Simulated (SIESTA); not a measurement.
Runs of SIESTA 5.4.2 on Ba2Tl5V3O12. The structure is trigonal, space group R-3m (No. 166). The conventional cell has a = 8.474 Å, b = 8.474 Å, c = 18.385 Å, α = 90.00°, β = 90.00°, γ = 120.00°. Ba (site symmetry -3m) is surrounded by 12 O at 3.23 Å. Ba (site symmetry -3m) has 12 O at 3.22 Å as nearest neighbours. V (site symmetry 2/m) is surrounded by 4 O at 1.82 Å. Tl (site symmetry 2/m) is surrounded by 4 O at 2.36 Å. Around Tl (site symmetry 3m) lie 3 V at 2.80 Å and 6 O at 2.84 Å and 3 Tl at 2.98 Å. O (site symmetry 1) has 1 V at 1.82 Å as nearest neighbours. The cell was built by a generator and needn't be a form met in nature.

```csv
level,potentials or basis,gap on the mesh (eV),pressure (GPa),moment (μB),largest force (eV/Å)
BLYP,"PseudoDojo 0.4 standard (PBE files), DZP (energy shift 0.003 Ry; two zetas on semicore shells; d shell added on Ba)",none,(c),1.07,0.46
AM05,"PseudoDojo 0.4 standard (PBEsol files), DZP (energy shift 0.003 Ry; two zetas on semicore shells; d shell added on Ba)",none,-2.0,0.96,0.14
PBEsol,"PseudoDojo 0.4 standard (PBEsol files), DZP (energy shift 0.003 Ry; two zetas on semicore shells; d shell added on Ba)",none,(d),1.04,0.08
LDA,"PseudoDojo 0.4 standard (LDA files), DZP (energy shift 0.003 Ry; two zetas on semicore shells; d shell added on Ba)",none,-6.1,0.81,0.25
RPBE,"PseudoDojo 0.4 standard (PBE files), DZP (energy shift 0.003 Ry; two zetas on semicore shells; d shell added on Ba)",none,4.2,(b),(a)
```

Alike in all rows: task band structure; spin collinear, ferromagnetic start; cell as given; k mesh 4 × 4 × 4; smearing fermi-dirac 0.05 eV; grid cutoff 800 Ry; energy shift 0.003 Ry.

Question: Fill in the values left out.

Answer: (a) 0.33; (b) 1.12; (c) 5.6; (d) -2.7.

Caveats: this set's barium file shifts pressures by up to 1 GPa against other sets; spin-orbit coupling is left out, which moves the levels of the heavy elements; the basis of atomic orbitals isn't converged, which shifts pressures, moduli and gaps; semilocal functionals often make such compounds metallic where correlation or magnetic order opens a gap, which also shifts bond lengths; the potentials were made for another functional, which shifts forces and pressure (some runs).

A k mesh can miss the band edges, and the runs leave out spin-orbit coupling on Ba, Tl.

A gap of «none» marks a metal or a gap under the smearing width.

Runs at the PBE level aren't shown here.
